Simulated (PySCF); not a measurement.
# C6H18P3+: NMR shifts at several levels of theory, part 2 of 2

PySCF 2.14.0. Atoms count from 0. The steps go on from the part before.

## (5) NMR shieldings: wB97X-D/pcSseg-1

What the job is given:

```
{"job": {"kind": "nmr", "xc": "wB97X-D", "basis": "pcSseg-1", "pop": false}, "charge": 1, "multiplicity": 1}
C     -1.782654    -1.204157     1.708577
P     -1.968426    -0.282241     0.123541
C     -1.983089     1.472736     0.687073
P      0.076272    -0.452084    -0.710135
C     -0.059075     0.169836    -2.409333
C      0.402819    -2.233931    -0.813270
P      1.947696     0.424864     0.086386
C      1.614999     2.225416    -0.124435
C      1.716130     0.189770     1.899816
H     -0.999130    -0.823539     2.377128
H     -1.622504    -2.273326     1.508323
H     -2.751759    -1.120735     2.226186
H     -1.239596     1.701439     1.462875
H     -1.857071     2.151592    -0.168959
H     -2.986162     1.662925     1.100402
H      0.907722     0.058474    -2.922544
H     -0.347346     1.230658    -2.404612
H     -0.830822    -0.405466    -2.941053
H      0.582892    -2.645920     0.189899
H     -0.461844    -2.742934    -1.264801
H      1.296786    -2.400363    -1.431585
H      1.577940     2.480874    -1.193223
H      0.712890     2.592169     0.382850
H      2.488101     2.749459     0.296198
H      1.660861    -0.881144     2.143911
H      0.845752     0.716964     2.313913
H      2.623288     0.581725     2.386231
```

Level: GIAO wB97X-D/pcSseg-1 NMR shielding, non-relativistic, gas phase.

The program printed:

```text
coarse grid: 22552 points
cycle   1  E = -1263.0680507236  dE =  1.013e+00  |g| = 4.066e-01  |ddm| = 4.454e+00
cycle   2  E = -1263.0922979110  dE = -2.425e-02  |g| = 3.129e-01  |ddm| = 9.222e-01
cycle   3  E = -1263.1174016690  dE = -2.510e-02  |g| = 4.535e-02  |ddm| = 4.396e-01
cycle   4  E = -1263.1180305178  dE = -6.288e-04  |g| = 1.195e-02  |ddm| = 7.983e-02
cycle   5  E = -1263.1180671227  dE = -3.660e-05  |g| = 2.831e-03  |ddm| = 2.177e-02
cycle   6  E = -1263.1180703442  dE = -3.221e-06  |g| = 8.810e-04  |ddm| = 6.272e-03
final grid: 199728 points
cycle   7  E = -1263.1840161682  dE = -2.921e-04  |g| = 4.495e-03  |ddm| = 4.935e-02
cycle   8  E = -1263.1840221202  dE = -5.952e-06  |g| = 2.424e-03  |ddm| = 1.014e-02
cycle   9  E = -1263.1840235345  dE = -1.414e-06  |g| = 5.967e-04  |ddm| = 2.673e-03
cycle  10  E = -1263.1840236727  dE = -1.382e-07  |g| = 1.762e-04  |ddm| = 1.210e-03
cycle  11  E = -1263.1840236835  dE = -1.086e-08  |g| = 5.339e-05  |ddm| = 3.434e-04
cycle  12  E = -1263.1840236850  dE = -1.502e-09  |g| = 1.598e-05  |ddm| = 1.509e-04
cycle  13  E = -1263.1840236852  dE = -1.965e-10  |g| = 7.174e-06  |ddm| = 6.171e-05
converged SCF energy = -1263.1840236852

GIAO shielding tensors (ppm)
atom      isotropic    diamagn.    paramagn.     s11        s22        s33       span
  0 C      175.153     255.645     -80.492    165.940    176.290    183.229     17.290
  1 P      307.829     970.172    -662.343    172.367    315.930    435.191    262.824
  2 C      175.550     256.374     -80.825    166.781    176.678    183.190     16.409
  3 P      333.506     973.975    -640.469    298.060    334.608    367.850     69.789
  4 C      175.778     257.164     -81.386    164.001    175.482    187.850     23.849
  5 C      175.802     257.188     -81.387    164.142    175.470    187.793     23.651
  6 P      307.630     970.165    -662.535    172.260    315.637    434.994    262.734
  7 C      175.147     255.641     -80.494    165.955    176.235    183.251     17.296
  8 C      175.577     256.362     -80.785    166.800    176.700    183.231     16.431
  9 H       29.646      33.770      -4.124     23.371     30.044     35.522     12.150
 10 H       29.839      31.699      -1.860     24.855     28.476     36.186     11.332
 11 H       29.647      28.727       0.920     24.766     25.963     38.211     13.445
 12 H       29.611      34.107      -4.496     24.203     29.571     35.061     10.858
 13 H       29.799      32.752      -2.953     25.333     28.521     35.543     10.210
 14 H       29.553      28.975       0.578     24.608     25.934     38.116     13.509
 15 H       29.864      31.184      -1.320     24.956     27.026     37.609     12.653
 16 H       29.720      33.202      -3.482     25.082     28.027     36.052     10.970
 17 H       29.741      30.897      -1.156     24.678     26.932     37.614     12.936
 18 H       29.724      33.237      -3.513     25.094     28.037     36.043     10.949
 19 H       29.866      31.212      -1.346     24.963     27.033     37.602     12.640
 20 H       29.742      30.903      -1.161     24.682     26.923     37.620     12.938
 21 H       29.840      31.721      -1.881     24.852     28.508     36.161     11.308
 22 H       29.642      33.740      -4.098     23.377     30.033     35.517     12.139
 23 H       29.641      28.711       0.930     24.760     25.949     38.215     13.455
 24 H       29.794      32.722      -2.928     25.323     28.502     35.556     10.232
 25 H       29.606      34.093      -4.487     24.181     29.574     35.064     10.883
 26 H       29.556      28.961       0.595     24.613     25.938     38.116     13.502
```

It took 2.4 min on 8 threads of Intel Xeon at 2.50GHz (Skylake/Cascade Lake), shared host.

In short: δ C0 9.2, C4 8.7, P1 -0.5, P3 -26.3, H9 1.70, H15 1.60 ppm (means over like atoms).

## (6) Nuclear shieldings: KT2/pcSseg-1

Same as in step 5 but for these lines:

```diff
@@ -1,2 +1,2 @@
-{"job": {"kind": "nmr", "xc": "wB97X-D", "basis": "pcSseg-1", "pop": false}, "charge": 1, "multiplicity": 1}
+{"job": {"kind": "nmr", "xc": "KT2", "basis": "pcSseg-1", "pop": false}, "charge": 1, "multiplicity": 1}
 C     -1.782654    -1.204157     1.708577
```

Method: GIAO KT2/pcSseg-1 NMR shielding, non-relativistic, gas phase.

The program printed:

```text
coarse grid: 22552 points
cycle   1  E = -1275.7315844095  dE =  5.902e-01  |g| = 6.799e-01  |ddm| = 4.565e+00
cycle   2  E = -1275.5549624188  dE =  1.766e-01  |g| = 1.031e+00  |ddm| = 1.672e+00
cycle   3  E = -1275.8496163220  dE = -2.947e-01  |g| = 1.432e-01  |ddm| = 1.207e+00
cycle   4  E = -1275.8552800796  dE = -5.664e-03  |g| = 5.186e-02  |ddm| = 3.102e-01
cycle   5  E = -1275.8561353517  dE = -8.553e-04  |g| = 8.434e-03  |ddm| = 9.384e-02
cycle   6  E = -1275.8561539576  dE = -1.861e-05  |g| = 2.760e-03  |ddm| = 1.721e-02
cycle   7  E = -1275.8561562520  dE = -2.294e-06  |g| = 4.909e-04  |ddm| = 4.553e-03
final grid: 199728 points
cycle   8  E = -1275.9339963701  dE = -2.422e-04  |g| = 2.692e-02  |ddm| = 5.736e-02
cycle   9  E = -1275.9338089928  dE =  1.874e-04  |g| = 3.549e-02  |ddm| = 5.453e-02
cycle  10  E = -1275.9341217479  dE = -3.128e-04  |g| = 5.258e-03  |ddm| = 3.928e-02
cycle  11  E = -1275.9341285004  dE = -6.752e-06  |g| = 2.287e-03  |ddm| = 1.089e-02
cycle  12  E = -1275.9341301986  dE = -1.698e-06  |g| = 1.262e-04  |ddm| = 3.727e-03
cycle  13  E = -1275.9341302027  dE = -4.100e-09  |g| = 3.789e-05  |ddm| = 2.742e-04
cycle  14  E = -1275.9341302030  dE = -3.538e-10  |g| = 1.331e-05  |ddm| = 6.530e-05
converged SCF energy = -1275.9341302030

GIAO shielding tensors (ppm)
atom      isotropic    diamagn.    paramagn.     s11        s22        s33       span
  0 C      172.030     256.033     -84.004    162.013    172.752    181.324     19.311
  1 P      299.513     972.563    -673.050    153.150    315.376    430.012    276.862
  2 C      172.984     256.837     -83.853    162.741    174.269    181.942     19.201
  3 P      349.220     976.024    -626.805    316.661    353.854    377.144     60.483
  4 C      173.144     257.175     -84.032    160.070    172.708    186.654     26.583
  5 C      173.172     257.201     -84.028    160.221    172.698    186.598     26.377
  6 P      299.358     972.557    -673.200    153.080    315.080    429.913    276.832
  7 C      172.025     256.035     -84.010    162.025    172.693    181.356     19.331
  8 C      172.995     256.817     -83.821    162.745    174.280    181.961     19.216
  9 H       29.162      33.932      -4.770     22.743     29.724     35.019     12.276
 10 H       29.450      31.701      -2.251     24.758     28.355     35.237     10.479
 11 H       29.394      28.579       0.816     24.789     25.922     37.473     12.683
 12 H       29.101      34.216      -5.114     23.467     29.290     34.547     11.080
 13 H       29.353      32.789      -3.436     25.123     28.401     34.534      9.411
 14 H       29.344      28.811       0.533     24.736     25.900     37.397     12.662
 15 H       29.615      31.152      -1.537     25.020     26.814     37.011     11.990
 16 H       29.350      33.225      -3.874     24.906     27.745     35.399     10.493
 17 H       29.535      30.869      -1.334     24.765     26.824     37.016     12.251
 18 H       29.353      33.259      -3.907     24.917     27.753     35.389     10.472
 19 H       29.616      31.177      -1.561     25.026     26.819     37.004     11.978
 20 H       29.535      30.874      -1.338     24.769     26.815     37.022     12.253
 21 H       29.449      31.726      -2.276     24.755     28.385     35.209     10.454
 22 H       29.159      33.903      -4.744     22.747     29.715     35.016     12.269
 23 H       29.389      28.562       0.827     24.785     25.904     37.477     12.692
 24 H       29.348      32.757      -3.409     25.115     28.384     34.544      9.429
 25 H       29.094      34.197      -5.103     23.442     29.292     34.548     11.107
 26 H       29.346      28.795       0.551     24.738     25.903     37.395     12.657
```

Wall time 2 min (8 threads of Intel Xeon at 2.50GHz (Skylake/Cascade Lake), shared host).

Key values: δ C0 10.7, C4 10.1, P1 26.0, P3 -23.8, H9 1.88, H15 1.68 ppm (means over like atoms).

## (7) Shielding tensors: HF/pcSseg-1

Same as in step 6 but for these lines:

```diff
@@ -1,2 +1,2 @@
-{"job": {"kind": "nmr", "xc": "KT2", "basis": "pcSseg-1", "pop": false}, "charge": 1, "multiplicity": 1}
+{"job": {"kind": "nmr", "xc": "HF", "basis": "pcSseg-1", "pop": false}, "charge": 1, "multiplicity": 1}
 C     -1.782654    -1.204157     1.708577
```

Level: GIAO HF/pcSseg-1 NMR shielding, non-relativistic, gas phase.

The program printed:

```text
final grid: 199728 points
cycle   1  E = -1259.4785920404  dE =  1.505e+00  |g| = 5.756e-01  |ddm| = 4.379e+00
cycle   2  E = -1259.5951452105  dE = -1.166e-01  |g| = 2.323e-01  |ddm| = 9.983e-01
cycle   3  E = -1259.6111983024  dE = -1.605e-02  |g| = 7.550e-02  |ddm| = 4.053e-01
cycle   4  E = -1259.6134729683  dE = -2.275e-03  |g| = 1.282e-02  |ddm| = 1.366e-01
cycle   5  E = -1259.6135408055  dE = -6.784e-05  |g| = 4.063e-03  |ddm| = 2.590e-02
cycle   6  E = -1259.6135512102  dE = -1.040e-05  |g| = 9.847e-04  |ddm| = 1.173e-02
cycle   7  E = -1259.6135520009  dE = -7.906e-07  |g| = 3.150e-04  |ddm| = 3.642e-03
cycle   8  E = -1259.6135520676  dE = -6.674e-08  |g| = 7.546e-05  |ddm| = 1.063e-03
cycle   9  E = -1259.6135520720  dE = -4.408e-09  |g| = 2.259e-05  |ddm| = 2.584e-04
cycle  10  E = -1259.6135520724  dE = -3.829e-10  |g| = 8.400e-06  |ddm| = 7.680e-05
converged SCF energy = -1259.6135520724

GIAO shielding tensors (ppm)
atom      isotropic    diamagn.    paramagn.     s11        s22        s33       span
  0 C      183.914     253.853     -69.939    176.244    185.848    189.651     13.408
  1 P      378.239     967.599    -589.361    263.113    385.896    485.707    222.593
  2 C      183.711     254.435     -70.724    176.649    185.261    189.222     12.573
  3 P      386.239     971.091    -584.852    352.192    383.155    423.369     71.176
  4 C      184.780     255.850     -71.071    175.595    184.780    193.964     18.369
  5 C      184.811     255.876     -71.065    175.728    184.779    193.927     18.199
  6 P      377.994     967.592    -589.598    262.948    385.579    485.456    222.508
  7 C      183.909     253.859     -69.950    176.259    185.795    189.675     13.416
  8 C      183.734     254.415     -70.681    176.661    185.289    189.253     12.592
  9 H       30.128      33.077      -2.948     23.642     30.305     36.439     12.797
 10 H       30.245      31.620      -1.375     24.828     28.597     37.309     12.481
 11 H       29.939      29.098       0.841     24.622     25.993     39.202     14.580
 12 H       30.114      33.406      -3.292     24.567     29.818     35.956     11.388
 13 H       30.254      32.478      -2.224     25.410     28.668     36.684     11.274
 14 H       29.823      29.326       0.497     24.405     25.961     39.102     14.697
 15 H       30.175      31.277      -1.102     24.807     27.225     38.491     13.684
 16 H       30.169      33.013      -2.845     25.155     28.277     37.074     11.918
 17 H       30.019      30.996      -0.977     24.511     27.032     38.512     14.001
 18 H       30.173      33.044      -2.871     25.167     28.288     37.064     11.897
 19 H       30.177      31.301      -1.124     24.814     27.231     38.485     13.672
 20 H       30.018      31.001      -0.982     24.514     27.022     38.519     14.005
 21 H       30.250      31.640      -1.390     24.829     28.634     37.287     12.457
 22 H       30.123      33.056      -2.932     23.648     30.292     36.431     12.784
 23 H       29.933      29.083       0.849     24.612     25.979     39.207     14.595
 24 H       30.247      32.448      -2.201     25.399     28.647     36.696     11.298
 25 H       30.109      33.389      -3.280     24.545     29.822     35.959     11.414
 26 H       29.825      29.311       0.514     24.411     25.965     39.100     14.689
```

Run time: 74 s. Hardware: 8 threads of Intel Xeon at 2.50GHz (Skylake/Cascade Lake), shared host.

In short: δ C0 7.0, C4 6.1, P1 -21.9, P3 -30.0, H9 1.60, H15 1.56 ppm (means over like atoms).

## (8) Comparing the runs: NMR shifts

Shifts (ppm), means over like atoms, with basis size and wall time:

```tsv
run	C0	C4	H9	H15	P1	P3	functions	time
PBE0/pcSseg-1	9.4	8.9	1.77	1.64	5.8	-25.8	264	2 min
PBE/pcSseg-1	10.6	10.1	1.84	1.67	26.6	-18.4	264	2.8 min
wB97X-D/pcSseg-1	9.2	8.7	1.70	1.60	-0.5	-26.3	264	2.4 min
KT2/pcSseg-1	10.7	10.1	1.88	1.68	26.0	-23.8	264	2 min
HF/pcSseg-1	7.0	6.1	1.60	1.56	-21.9	-30.0	264	74 s
```

## (9) Summary of results

This closing draws on all 2 parts.

| quantity | value |
| --- | --- |
| point group | C2 |
| rotational constants (main isotopes) | 1.12, 0.76, 0.70 GHz |
| 13C shifts against TMS (PBE0/pcSseg-1, means over atoms taken as alike) | 9.4, 8.9 ppm |
| 1H shifts against TMS (PBE0/pcSseg-1, means over atoms taken as alike) | 1.77, 1.64 ppm |
| 31P shifts against H3PO4 (PBE0/pcSseg-1, means over atoms taken as alike) | 5.8, -25.8 ppm |
| range of the shift of P1 (with its like atoms) | -21.9 to 26.6 ppm |

Single values in the summary come from the first sound run of each kind (PBE0/pcSseg-1), which need not be the best level. Relaxing lowered the energy by 0.179 eV in 7 steps; the close pair that moved most is P1–P3, from 2.239 to 2.215 Å. At PBE0/pcSseg-1: The widest tensor belongs to P1, P6: span 266 ppm, with a paramagnetic part of -666 ppm. Across the 5 runs the shift of P1 (with its like atoms) moves most, between -21.9 (HF/pcSseg-1) and 26.6 ppm (PBE/pcSseg-1).
